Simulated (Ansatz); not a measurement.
What does this script print? It uses the Python package of Ansatz (0.2.0).

The script reads `POSCAR`:
```text
BaZn
1.0
   4.07851334    0.00000000    0.00000000
   0.00000000    4.07851334    0.00000000
   0.00000000    0.00000000    4.07851334
Ba Zn
1 1
Direct
   0.00000000    0.00000000    0.00000000
   0.50000000    0.50000000    0.50000000
```

`zeeman.py`
```python
# -*- coding: utf-8 -*-
'''Spin moment of BaZn in a magnetic field.'''

import ansatz as az
from ase.io import read
import numpy as np

CUTOFF_EV = 510
K_SPACING = 0.32
SMEARING = 'fermi_dirac'

atoms = read('POSCAR', format='vasp')
xtal = az.Crystal.from_ase(atoms)

model = (
    xtal.calculation()
    .functional(az.Functional.PBESOL)
    .pseudopotentials('paw')
    .basis(CUTOFF_EV)  # plane waves up to this kinetic energy
    .kpoints(spacing=K_SPACING)
    .occupations(SMEARING, width=100 * az.meV)
    .spin('collinear')  # two spin channels
)
# the field acts on the spins alone; such large fields lift the response over the noise
rows = []
for tesla in [-200, 0, 200]:
    rep = (model.magnetic_field(tesla) if tesla else model).run().report
    rows.append((tesla, rep['magnetization_mub'], rep['free_energy_ev'], rep['components'].get('e_zeeman', 0.0)))
print('         B (T)      moment muB            F eV  Zeeman term eV')
for row in rows:
    print(f'{str(row[0]):>14s}  {row[1]:14.4f}  {row[2]:14.5f}  {row[3]:14.5f}')
slope = np.polyfit([row[0] for row in rows], [row[1] for row in rows], 1)[0]
print(f'dM/dB = {1000 * slope:.4f} muB per 1000 T per cell')
```

```console
$ python zeeman.py
RunWarning: this spin-polarised run has no starting moment large enough to seed its density, so its SCF can try parallel moments of its own, which can die out, and starts no order whose moments [...]
         B (T)      moment muB            F eV  Zeeman term eV
          -200         -0.0378     -9143.77037        -0.00044
             0          0.0000     -9143.77015         0.00000
           200          0.0378     -9143.77037        -0.00044
dM/dB = 0.1891 muB per 1000 T per cell
```
(Warnings from the package without file and line, shortened.)

Total energies depend on the potentials; only differences at equal settings carry meaning. A total without «per atom» is that of the cell as typed. The mesh is modest for a metal, so energies can be off by several to tens of meV an atom and pressures by half a GPa or more; differences at equal mesh fare better. The structure comes from a database of computed cells and needn't be a stable or known phase. Orbital magnetism is left out. The response of a metal hangs strongly on mesh and smearing, and a straight-line fit holds only where the moment is linear in the field. Processor time in the engine: 7.1 s on 1 thread of Intel(R) Xeon(R) Processor @ 2.30GHz, with other jobs on the host, peak memory 0.63 GiB.

(A comment or docstring line of the script was reworded after the run, the code is as it ran.)
